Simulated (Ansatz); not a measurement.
# Ta3Te2: the cost of one run

Computed with Ansatz 0.2.0 (DFT PBE, scalar-relativistic, plane waves, PAW, unless a step's input says otherwise).

1 further run of the same task is left out (it didn't finish).

## (1) The starting structure

The structure is trigonal, space group R-3c (No. 167). Conventional cell: a = 6.689 Å, b = 6.689 Å, c = 18.261 Å, α = 90.00°, β = 90.00°, γ = 120.00°. Around Ta (site symmetry 2) lie 4 Te at 2.61 to 2.77 Å. Around Te (site symmetry 3) lie 6 Ta at 2.61 to 2.77 Å.

Coordinates:

```
CELL_PARAMETERS angstrom
3.34430 1.93083 6.08713
-3.34430 1.93083 6.08713
0.00000 -3.86166 6.08713
ATOMIC_POSITIONS crystal
Ta 0.05625 0.44375 0.75000
Ta 0.75000 0.05625 0.44375
Ta 0.44375 0.75000 0.05625
Ta 0.94375 0.55625 0.25000
Ta 0.25000 0.94375 0.55625
Ta 0.55625 0.25000 0.94375
Te 0.85218 0.85218 0.85218
Te 0.64782 0.64782 0.64782
Te 0.14782 0.14782 0.14782
Te 0.35218 0.35218 0.35218
```

(A quick probe on a coarse mesh, which set the mesh and smearing, is not shown.)

## (3) A loose first relaxation

input.yaml

```yaml
crystal:
  lattice:
    - [3.3442985222, 1.930831652, 6.0871255257]
    - [-3.3442985222, 1.930831652, 6.0871255257]
    - [0.0, -3.8616633041, 6.0871255257]
  atoms:
    - { symbol: Ta, position: [0.05625, 0.44375, 0.75] }
    - { symbol: Ta, position: [0.75, 0.05625, 0.44375] }
    - { symbol: Ta, position: [0.44375, 0.75, 0.05625] }
    - { symbol: Ta, position: [0.94375, 0.55625, 0.25] }
    - { symbol: Ta, position: [0.25, 0.94375, 0.55625] }
    - { symbol: Ta, position: [0.55625, 0.25, 0.94375] }
    - { symbol: Te, position: [0.85218, 0.85218, 0.85218] }
    - { symbol: Te, position: [0.64782, 0.64782, 0.64782] }
    - { symbol: Te, position: [0.14782, 0.14782, 0.14782] }
    - { symbol: Te, position: [0.35218, 0.35218, 0.35218] }
basis:
  ecutwfc: 420
kpoints:
  mp_grid: { grid: [3, 3, 3] }
hamiltonian:
  xc: pbe
scf:
  occupations: { method: gaussian, width: 0.1 }
  lower_state_search: "off"
output:
  forces: true
  stress: true
  eigenvalues: true
relax:
  adjacent_minimum: "off"
  f_tol: 0.04
  max_steps: 70
  cell: { stress_tol: 0.4 }
```

Launch:

```sh
> ansatz run input.yaml --threads 1 --pin off --max-ram 2560MiB --backend cpu --events-out ev --progress --plain --runs-dir out
```

Q: Estimate wall time and peak memory on 1 thread of Arm Neoverse V1, shared host.

About 2.3 min, with a peak of 0.54 GiB.
